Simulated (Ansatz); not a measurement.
# Al2Cl7: the cost of one run

Method: the levels named in each step, in Ansatz 0.2.0.

## (1) The starting structure

Bond lengths: Cl1–Al2 2.080 Å, Al2–Cl3 2.078 Å, Al2–Cl4 2.076 Å, Al2–Cl5 2.188 Å, Cl5–Al6 2.188 Å, Al6–Cl7 2.080 Å, Al6–Cl8 2.078 Å, Al6–Cl9 2.076 Å. Angles: Cl1–Al2–Cl3 113.9°, Cl1–Al2–Cl4 113.9°, Cl1–Al2–Cl5 104.9°, Cl3–Al2–Cl4 114.0°, Cl3–Al2–Cl5 104.1°, Cl4–Al2–Cl5 104.6°, Al2–Cl5–Al6 179.1°, Cl5–Al6–Cl7 104.9°, Cl5–Al6–Cl8 104.1°, Cl5–Al6–Cl9 104.5°, Cl7–Al6–Cl8 113.9°, Cl7–Al6–Cl9 113.9°, Cl8–Al6–Cl9 114.0°.

Coordinates:

```xyz
9

Cl    2.9174   -0.3329   -1.6623
Al    2.1392    0.4472    0.1013
Cl    2.7951   -0.5303    1.8142
Cl    2.2354    2.5178    0.2216
Cl   -0.0005   -0.0032    0.0180
Al   -2.1393   -0.4472   -0.0999
Cl   -2.7893    0.5059   -1.8300
Cl   -2.9221    0.3587    1.6486
Cl   -2.2365   -2.5192   -0.1920
```

## (2) A rough first relaxation, PBE-D4/def2-SVPD

This run stands in another session on the same molecule. It ended at:

```xyz
9

Cl    1.8287   -0.8699   -1.6524
Al    1.8994    0.3506    0.1074
Cl    3.4051   -0.2521    1.5335
Cl    1.9012    2.4678   -0.2499
Cl   -0.0386   -0.0946    1.3069
Al   -1.8992   -0.3554   -0.0532
Cl   -1.7074    1.0695   -1.6420
Cl   -3.4894    0.0935    1.3385
Cl   -1.9003   -2.4127   -0.6695
```

## (3) Relaxation, HF/STO-3G

Input file input.yaml:

```yaml
crystal:
  periodic: [false, false, false]
  atoms:
    - { symbol: Cl, position_ang: [1.82872345, -0.86988055, -1.6523775] }
    - { symbol: Al, position_ang: [1.89939027, 0.35059317, 0.10737235] }
    - { symbol: Cl, position_ang: [3.40508509, -0.25207307, 1.5335393] }
    - { symbol: Cl, position_ang: [1.90122911, 2.46776268, -0.24991357] }
    - { symbol: Cl, position_ang: [-0.03859142, -0.09456599, 1.3068548] }
    - { symbol: Al, position_ang: [-1.89924279, -0.3553521, -0.05318015] }
    - { symbol: Cl, position_ang: [-1.70739739, 1.06949868, -1.64202559] }
    - { symbol: Cl, position_ang: [-3.48939894, 0.09349492, 1.33849598] }
    - { symbol: Cl, position_ang: [-1.90031737, -2.41270774, -0.66945561] }
total_charge: -1
basis:
  gaussian: { orbitals: STO-3G }
hamiltonian:
  xc: hf
relax:
  f_tol: 0.002
  max_steps: 150
```

Launch:

```sh
> ansatz run input.yaml --threads 4 --pin off --max-ram 10240MiB --backend cpu --events-out ev --progress --plain --runs-dir out
```

What time and memory should one allow on 4 threads of AMD EPYC (Zen 3), shared host?

About 35 s, with a peak of 0.28 GiB.
